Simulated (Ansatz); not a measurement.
# C₂H₆BNO: up Jacob's ladder to CCSD(T)

An exercise on one series of results from a longer session: the logs are not shown, and one member is left open.

Program: Ansatz 0.2.0, Gaussian basis. Level of theory: functionals in def2-TZVPP, the program's frozen cores in correlated methods. These are calculated values, not measurements.

Levels to be run: PBE-D4, r2SCAN-D4, PBE0-D4, B3LYP-D4, ωB97X-V, ωB97M-V, B2PLYP; CCSD(T)/def2-TZVPP; MP2/def2-QZVPP; extrapolation to the limit.

## The geometry

All runs share one geometry, relaxed beforehand with PBE0-D4 in a triple-zeta def2 set.

SMILES `CC1OB1N`, 11 atoms, charge 0, spin multiplicity 1.

Atoms are counted from 1 here; the program's logs count them from 0.

Bond lengths: C1–C2 1.498 Å, C1–H6 1.094 Å, C1–H7 1.092 Å, C1–H8 1.094 Å, C2–O3 1.504 Å, C2–B4 1.509 Å, C2–H9 1.090 Å, O3–B4 1.349 Å, B4–N5 1.385 Å, N5–H10 1.006 Å, N5–H11 1.003 Å. Angles: C2–C1–H6 109.7°, C2–C1–H7 111.6°, C2–C1–H8 111.4°, H6–C1–H7 108.0°, H6–C1–H8 107.8°, H7–C1–H8 108.3°, C1–C2–O3 114.7°, C1–C2–B4 125.2°, C1–C2–H9 114.3°, O3–C2–B4 53.2°, O3–C2–H9 110.5°, B4–C2–H9 119.8°, C2–O3–B4 63.6°, C2–B4–O3 63.2°, C2–B4–N5 158.2°, O3–B4–N5 138.6°, B4–N5–H10 122.5°, B4–N5–H11 122.9° and more.

Set-up of the first run:

in.yaml

```yaml
crystal:
  periodic: [false, false, false]
  atoms:
    - {symbol: C, position_ang: [-1.543173, -0.326668, 0.608437]}
    - {symbol: C, position_ang: [-0.136601, 0.161767, 0.770239]}
    - {symbol: O, position_ang: [0.915998, -0.905471, 0.648402]}
    - {symbol: B, position_ang: [0.941509, 0.070887, -0.281638]}
    - {symbol: N, position_ang: [1.672066, 0.414808, -1.406477]}
    - {symbol: H, position_ang: [-2.222933, 0.527155, 0.534445]}
    - {symbol: H, position_ang: [-1.658265, -0.927689, -0.295561]}
    - {symbol: H, position_ang: [-1.856951, -0.930253, 1.465407]}
    - {symbol: H, position_ang: [0.029502, 0.759912, 1.665916]}
    - {symbol: H, position_ang: [2.445221, -0.136227, -1.737728]}
    - {symbol: H, position_ang: [1.479026, 1.234778, -1.950942]}
basis:
  gaussian: {orbitals: def2-TZVPP}
hamiltonian: {xc: pbe, dispersion: d4}
output: {forces: true, orbitals: {seedname: orbitals}}
```

The run is started by

```sh
$ ansatz run in.yaml --threads 4 --pin off --events-out ev --progress --plain --max-ram 10444MiB
```

Among the steps run: PBE-D4 (GGA); r2SCAN-D4 (meta-GGA); PBE0-D4 (hybrid); B3LYP-D4 (hybrid); ωB97X-V (range-separated); ωB97M-V (range-separated); B2PLYP (double hybrid); CCSD(T) in def2-TZVPP; MP2 in def2-QZVPP.

One table of the session follows, with a row left open; its other results are not shown here.

It belongs to the step «Atomisation energies». 

```
            method  atoms, summed (eV)  atomisation energy (kcal/mol)
            PBE-D4           -6333.220                         1105.3
         r2SCAN-D4           -6338.669                         1077.5
           PBE0-D4           -6334.747                         1080.9
          B3LYP-D4           -6342.867                         1076.1
           ωB97X-V           -6340.379                         1075.5
           ωB97M-V           -6339.623                         1078.6
            B2PLYP           -6337.597                         1065.1
     HF/def2-TZVPP           -6316.702                          771.0
    MP2/def2-TZVPP                   ?                              ?
   CCSD/def2-TZVPP           -6330.485                         1024.2
CCSD(T)/def2-TZVPP           -6330.770                         1041.2
           MP2/CBS           -6329.977                         1092.7
       CCSD(T)/CBS           -6332.827                         1069.0
```

**Question.** Estimate the row for MP2/def2-TZVPP.

As computed: atoms, summed (eV): -6327.920; atomisation energy (kcal/mol): 1064.9. In the column «atoms, summed (eV)» it lies between MP2/CBS (-6329.977) and HF/def2-TZVPP (-6316.702).
